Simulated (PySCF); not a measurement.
**A diatomic session: TbO**

What are the lowest state that PBE0 finds, the bond length, vibrational wavenumber and bond energy of TbO, and how much do these hang on the method?

Program: PySCF 2.14.0. Level of theory: Tb x2c-TZVPall, O x2c-TZVPall, spin-free X2C with a Gaussian nucleus. These are calculated values, not measurements.

### Step 1. Input

Settings of the job:

| Item | Value |
| --- | --- |
| atoms | Tb, O |
| charge | 0 |
| basis | Tb x2c-TZVPall, O x2c-TZVPall |
| Hamiltonian | spin-free X2C with a Gaussian nucleus |
| basis functions | 135 |
| electrons treated | 73 |
| masses in u | 158.9253, 15.9949 |
| levels | PBE0, PBE, r²SCAN, LDA, BLYP, HF, MP2, SCS-MP2 |
| grid | 80 radial by 434 angular points |
| occupations | held fixed by the projection of orbital angular momentum |
| dissociation limit | Tb + O, each in its ground configuration |
| starting distance in angstrom | 1.946 |
| values of 2S to try | 3, 5, 7 |

Launch:

```console
$ OMP_NUM_THREADS=4 python dia.py task.json out
```

After this run come: The PBE0 curve of the state that the search chose; Excited determinants; PBE (GGA); r²SCAN (meta-GGA); LDA (local density); BLYP (GGA); UHF (mean field).

**Question.** What will these runs give? Wanted: for each run, Re; ωe; De; μ.

**Answer**, as computed:

Lowest PBE0 solution found, without spin–orbit coupling: ⁸Δ (octet), unpaired electrons σ ↑↑, π ↑↑, δ ↑, φ ↑↑, about 8.1 electrons in the 4f shell (Mulliken). State 2 has its PBE0 minimum 0.22 eV higher, as a spin-mixed determinant (⟨S²⟩ = 9.75), so this is no gap between pure states. The other levels ran on the lowest alone.

| level | Re (Å) | ωe (cm⁻¹) | De (eV) | μ (D) |
| --- | --- | --- | --- | --- |
| UHF | 1.798 | 880 | 7.06 | -4.99 |
| UHF-MP2 | 1.799 | 865 | 8.31 | n/a |
| UHF-SCS-MP2 | 1.801 | 875 | 7.85 | n/a |
| LDA | 1.776 | 854 | 8.26 | -4.08 |
| PBE | 1.798 | 825 | 7.20 | -4.09 |
| BLYP | 1.818 | 802 | 6.78 | -4.42 |
| r²SCAN | 1.787 | 857 | 7.51 | -4.19 |
| PBE0 | 1.782 | 872 | 7.17 | -4.42 |

De is counted to Tb + O in their ground configurations. A positive dipole means Tb(−)O(+).

In words: The methods spread over 0.042 Å in bond length, from LDA to BLYP. Among the levels with a De in the table, it runs from 6.78 eV (BLYP) to 8.31 eV (UHF-MP2).

Correlated steps freeze 19 core orbitals. These are scalar-relativistic numbers at best; spin–orbit coupling would shift them, the dissociation energy most. The state is the lowest single determinant that the PBE0 search found; with open d or f shells the true ground state can be another one. At some levels the lowest empty orbital lies below the highest filled one (the two can be of opposite spin). With spin–orbit coupling the term label itself may not hold.
